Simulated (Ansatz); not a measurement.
Runs of Ansatz 0.2.0 on Ba2Tl5V3O12. The typed cell holds 22 atoms: a = 6.653 Å, b = 8.840 Å, c = 9.892 Å, α = 71.07°, β = 73.99°, γ = 70.69°. The cell was built by a generator and needn't be a form met in nature.

```csv
task,level,spin,cell,k mesh,cutoff (eV),points for each segment of the path,gap on the mesh (eV),pressure (GPa),moment (μB),relaxed volume (Å³/atom),largest force (eV/Å)
relaxation of cell and atoms,r2SCAN,"collinear, ferromagnetic start",relaxed,3 × 3 × 2,500,-,(b),0.0,0.00,21.27,0.01
relaxation of cell and atoms,BLYP,"collinear, ferromagnetic start",relaxed,3 × 3 × 2,420,-,2.93,0.0,0.00,(d),0.01
band structure,r2SCAN,"collinear, ferromagnetic start",as given,5 × 4 × 3,500,10,3.21,-2.0,0.00,-,0.47
band structure,BLYP,"collinear, ferromagnetic start",as given,5 × 4 × 3,420,10,(c),2.1,0.00,-,0.29
band structure,r2SCAN,"non-collinear, ferromagnetic start, SOC",as given,3 × 3 × 2,500,10,3.06,(a),0.00,-,0.47
```

Alike in all rows: potentials or basis Ansatz PAW; smearing fermi-dirac 0.05 eV.

Fill in the values left out.

(a) -2.2; (b) 3.27; (c) 2.94; (d) 25.48.

Caveats: the PAW data sets come from PBE, with cores solved anew for the run's functional, which leaves a small shift of forces and pressure; the starting moments weren't kept; spin-orbit coupling is left out, which as a rule narrows the gap of such compounds by several tenths of an eV (some runs); the magnetic or orbital state may not be the lowest (some runs); odd divisions of the mesh miss points on the zone boundary, where band edges often lie, so the gap on the mesh can be too wide (some runs); the plane-wave basis is chosen anew once the cell has moved, so the energies of steps on either side of that aren't comparable (some runs).

A k mesh can miss the band edges, and rows without SOC leave out spin-orbit coupling on Ba, Tl.

Runs at the PBE level aren't shown here.
